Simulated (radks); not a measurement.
**Spin polarisation of the 5d shell in Re³⁺**

The task here is to estimate one member of a computed series from the others.

The numbers are computed with radks (a radial shooting solver on a logarithmic mesh, Libxc functionals) version 1 (scalar-relativistic Kohn-Sham, BLYP, spin-polarised, spherical densities, finite nucleus), except any that are marked as measured or tabulated.

### What is computed

| Item | Value |
| --- | --- |
| element | rhenium (Z = 75) |
| charge | +3 |
| electrons | 72 |
| configuration | [Xe] 4f14 5d(up 2, down 2) |
| nuclear rms radius | 5.3698 fm |

A shell typed twice in an input gives spin up, then spin down.

The first run:

Settings of this run:

```text
Z 75
configuration [Xe] 4f14 5d2 5d2
relativity scalar-relativistic
functional b88,lyp
spin polarised
nucleus finite rms 5.3698 fm
c 137.035999084
```

Steps of the session up to this table: No moment.

One table of the session follows, with a row left open; its other results are not shown here.

It belongs to the step «No moment». Sizes of the orbitals, from the radial functions (bohr):

| level | <r> | outermost maximum (interpolated) | 90 % within | nodes |
| --- | --- | --- | --- | --- |
| 3d | 0.1792 | 0.147 | 0.278 | 0 |
| 4s | 0.4406 | 0.413 | 0.632 | 3 |
| 4p | 0.4686 | 0.433 | 0.681 | 2 |
| 4d | 0.5000 | 0.443 | 0.749 | 1 |
| 5s | 1.032 | 0.936 | 1.48 | 4 |
| 5p | ? | ? | ? | ? |
| 4f | 0.5797 | 0.417 | 0.953 | 0 |
| 5d | 1.687 | 1.38 | 2.56 | 2 |

Q: Estimate the row for 5p from the others.

**Answer.** <r>: 1.196; outermost maximum (interpolated): 1.06; 90 % within: 1.74; nodes: 3. In the column «<r>» it lies between 5s (1.032) and 5d (1.687).
